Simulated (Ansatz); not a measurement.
# InPIr: the cost of one run

Computed with Ansatz 0.2.0 (DFT PBE, scalar-relativistic, plane waves, PAW, unless a step's input says otherwise).

1 further run of the same task is left out (it didn't finish).

## 1. Starting point

Symmetry: P6_3/mmc, No. 194, hexagonal system. Conventional cell: a = 4.492 Å, b = 4.492 Å, c = 6.201 Å, α = 90.00°, β = 90.00°, γ = 120.00°. Around In (site symmetry -6m2) lie 3 P at 2.59 Å. P (site symmetry -6m2) is surrounded by 5 In at 2.59 to 3.10 Å and 6 Ir at 3.02 Å. Ir (site symmetry -3m) has 6 In at 3.02 Å and 6 P at 3.02 Å and 2 Ir at 3.10 Å as nearest neighbours.

Coordinates:

```cif
data_structure
_symmetry_space_group_name_H-M 'P 1'
_symmetry_Int_Tables_number 1
_cell_length_a 4.4917
_cell_length_b 4.4917
_cell_length_c 6.2007
_cell_angle_alpha 90.000
_cell_angle_beta 90.000
_cell_angle_gamma 120.000
_cell_volume 108.34
loop_
_atom_site_label
_atom_site_type_symbol
_atom_site_fract_x
_atom_site_fract_y
_atom_site_fract_z
_atom_site_occupancy
In1 In 0.66667 0.33333 0.75000 1
In2 In 0.33333 0.66667 0.25000 1
P1 P 0.66667 0.33333 0.25000 1
P2 P 0.33333 0.66667 0.75000 1
Ir1 Ir 0.00000 0.00000 0.50000 1
Ir2 Ir 0.00000 0.00000 0.00000 1
```

Recipe of the guess: species swapped into a database cell of CeTlCd (P6_3/mmc, No. 194), with Ir on the Ce sites, In on the Tl sites and P on the Cd sites. The dimensions are guesses.

## 2. Probe: one point on a coarse mesh

Input file input.yaml:

```yaml
crystal:
  lattice:
    - [4.49171092, 0.0, 0.0]
    - [-2.24585546, 3.88993576, 0.0]
    - [0.0, 0.0, 6.20073132]
  atoms:
    - { symbol: In, position: [0.66666667, 0.33333333, 0.75] }
    - { symbol: In, position: [0.33333333, 0.66666667, 0.25] }
    - { symbol: P, position: [0.66666667, 0.33333333, 0.25] }
    - { symbol: P, position: [0.33333333, 0.66666667, 0.75] }
    - { symbol: Ir, position: [0.0, 0.0, 0.5] }
    - { symbol: Ir, position: [0.0, 0.0, 0.0] }
basis:
  ecutwfc: 420
kpoints:
  mp_grid: { grid: [6, 6, 4] }
hamiltonian:
  xc: pbe
scf:
  occupations: { method: gaussian, width: 0.1 }
  lower_state_search: "off"
output:
  forces: true
  stress: true
  eigenvalues: true
```

Started as:

```console
$ ansatz run input.yaml --threads 1 --pin off --max-ram 2560MiB --backend cpu --events-out ev --progress --plain --runs-dir out
```

What time and memory should one allow on 1 thread of Arm Neoverse V2, shared host?

About 5.3 s, with a peak of 0.4 GiB.
